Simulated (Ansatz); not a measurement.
**C3H7FMg: small, medium and large basis sets**

The task here is to estimate one member of a computed series from the others.

Program: Ansatz 0.2.0, Gaussian basis. Level of theory: one geometry, several basis sets. These are calculated values, not measurements.

The runs, in order: PBE0-D4/def2-SVP; ωB97M-V/def2-SVP; PBE0-D4/def2-QZVPP; ωB97M-V/def2-QZVPP; the functionals' def2-TZVPP values are taken from earlier runs.

### Structure used throughout

The geometry comes from an earlier relaxation with PBE0-D4 in a triple-zeta def2 set; it is a stationary point, not always the lowest conformer.

SMILES `C[CH](C)[Mg][F]`, 12 atoms, charge 0, spin multiplicity 1.

Atoms are counted from 1 here; the program's logs count them from 0.

Bond lengths: C1–C2 1.527 Å, C1–H6 1.094 Å, C1–H7 1.100 Å, C1–H8 1.095 Å, C2–C3 1.527 Å, C2–Mg4 2.104 Å, C2–H9 1.099 Å, C3–H10 1.094 Å, C3–H11 1.095 Å, C3–H12 1.100 Å, Mg4–F5 1.761 Å. Angles: C2–C1–H6 112.8°, C2–C1–H7 111.3°, C2–C1–H8 112.0°, H6–C1–H7 106.9°, H6–C1–H8 107.1°, H7–C1–H8 106.3°, C1–C2–C3 110.6°, C1–C2–Mg4 112.8°, C1–C2–H9 107.6°, C3–C2–Mg4 112.9°, C3–C2–H9 107.6°, Mg4–C2–H9 105.0°, C2–C3–H10 112.8°, C2–C3–H11 112.0°, C2–C3–H12 111.3°, H10–C3–H11 107.1°, H10–C3–H12 106.9°, H11–C3–H12 106.3° and more.

Set-up of the first run:

in.yaml

```yaml
crystal:
  periodic: [false, false, false]
  atoms:
    - {symbol: C, position_ang: [-1.099627, -0.663174, 0.557151]}
    - {symbol: C, position_ang: [0.116114, 0.234291, 0.334511]}
    - {symbol: C, position_ang: [1.261092, -0.559035, -0.291806]}
    - {symbol: Mg, position_ang: [-0.348671, 1.984453, -0.736128]}
    - {symbol: F, position_ang: [-0.741021, 3.449182, -1.631957]}
    - {symbol: H, position_ang: [-1.911234, -0.153675, 1.085493]}
    - {symbol: H, position_ang: [-0.836998, -1.549993, 1.152437]}
    - {symbol: H, position_ang: [-1.512814, -1.036969, -0.386038]}
    - {symbol: H, position_ang: [0.454731, 0.585323, 1.319199]}
    - {symbol: H, position_ang: [2.180680, 0.026654, -0.385176]}
    - {symbol: H, position_ang: [1.008309, -0.925173, -1.292844]}
    - {symbol: H, position_ang: [1.506437, -1.446982, 0.309157]}
basis:
  gaussian: {orbitals: def2-SVP}
hamiltonian: {xc: pbe0, dispersion: d4}
output: {orbitals: {seedname: orbitals}}
```

Command:

```
ansatz run in.yaml --threads 4 --pin off --events-out ev --progress --plain --max-ram 10444MiB
```

Among the steps run: PBE0-D4 in def2-SVP; ωB97M-V in def2-SVP; PBE0-D4 in def2-QZVPP; ωB97M-V in def2-QZVPP.

One of the session's tables, all rows but one given; the rest of the session is left out.

It belongs to the step «Functionals by basis». 

```
functional       basis  HOMO (eV)  LUMO (eV)
   PBE0-D4    def2-SVP      -6.61      -0.97
   PBE0-D4  def2-TZVPP      -6.59      -1.06
   PBE0-D4  def2-QZVPP          ?          ?
   ωB97M-V    def2-SVP      -8.79       0.26
   ωB97M-V  def2-TZVPP      -8.78       0.16
   ωB97M-V  def2-QZVPP      -8.77       0.01
```

Q: Estimate the row for PBE0-D4, def2-QZVPP from the others.

As computed: HOMO (eV): -6.57; LUMO (eV): -1.08. In the column «HOMO (eV)» it is the highest.
